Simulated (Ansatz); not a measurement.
**GeH₄OS: functionals against CCSD(T) at one geometry**

An exercise on one series of results from a longer session: the logs are not shown, and one member is left open.

Method: single points in def2-TZVPP; program: Ansatz 0.2.0, Gaussian basis.

Cores are frozen in the correlated methods. Filled d shells of the heavier atoms are correlated.

### Where the work starts

7 atoms, charge 0, spin multiplicity 1.

Atoms are counted from 1 here; the program's logs count them from 0.

Bond lengths: O1–S2 1.592 Å, O1–H4 1.018 Å, S2–Ge3 2.212 Å, Ge3–H5 1.558 Å, Ge3–H6 1.498 Å, Ge3–H7 1.423 Å. Angles: S2–O1–H4 106.7°, O1–S2–Ge3 92.6°, S2–Ge3–H5 111.3°, S2–Ge3–H6 106.7°, S2–Ge3–H7 100.5°, H5–Ge3–H6 119.5°, H5–Ge3–H7 115.3°, H6–Ge3–H7 101.5°.

As a file:

```xyz
7
GeH4OS
O    -0.4773   -1.7490    0.1630
S    -1.2805   -0.4287    0.5458
Ge    0.3971    0.8862   -0.0469
H    -1.0949   -2.3087   -0.4208
H     0.7115    0.7526   -1.5673
H     0.1078    2.2385    0.5295
H     1.4162    0.4162    0.8288
```

Set-up of the first run:

File run/in.yaml:

```yaml
crystal:
  periodic: [false, false, false]
  atoms:
    - {symbol: O, position_ang: [-0.477300, -1.749000, 0.163000]}
    - {symbol: S, position_ang: [-1.280500, -0.428700, 0.545800]}
    - {symbol: Ge, position_ang: [0.397100, 0.886200, -0.046900]}
    - {symbol: H, position_ang: [-1.094900, -2.308700, -0.420800]}
    - {symbol: H, position_ang: [0.711500, 0.752600, -1.567300]}
    - {symbol: H, position_ang: [0.107800, 2.238500, 0.529500]}
    - {symbol: H, position_ang: [1.416200, 0.416200, 0.828800]}
basis:
  gaussian: {orbitals: def2-TZVPP}
correlation: {method: ccsd_t}
output: {forces: true}
```

The command line of these runs was not kept.

Among the steps run: CCSD(T)/def2-TZVPP; PBE0-D4/def2-TZVPP; wB97M-V/def2-TZVPP; r2SCAN-D4/def2-TZVPP; PBE-D4/def2-TZVPP; r2SCANh-D4/def2-TZVPP; BLYP-D4/def2-TZVPP.

One table of the session follows, with a row left open; its other results are not shown here.

| method | RMS force component (eV/Å) | angle to CCSD(T) forces (°) | dipole (D) |
| --- | --- | --- | --- |
| CCSD(T) | 1.573 | reference | 1.39 |
| PBE0-D4 | 1.492 | 5.8 | 1.41 |
| wB97M-V | ? | ? | ? |
| r2SCAN-D4 | 1.511 | 2.3 | 1.41 |
| PBE-D4 | 1.535 | 7.1 | 1.36 |
| r2SCANh-D4 | 1.500 | 4.1 | 1.42 |
| BLYP-D4 | 1.610 | 9.0 | 1.34 |

**Question.** Estimate the row for wB97M-V.

As computed: RMS force component (eV/Å): 1.513; angle to CCSD(T) forces (°): 3.2; dipole (D): 1.39. In the column «RMS force component (eV/Å)» it lies between r2SCAN-D4 (1.511) and PBE-D4 (1.535).
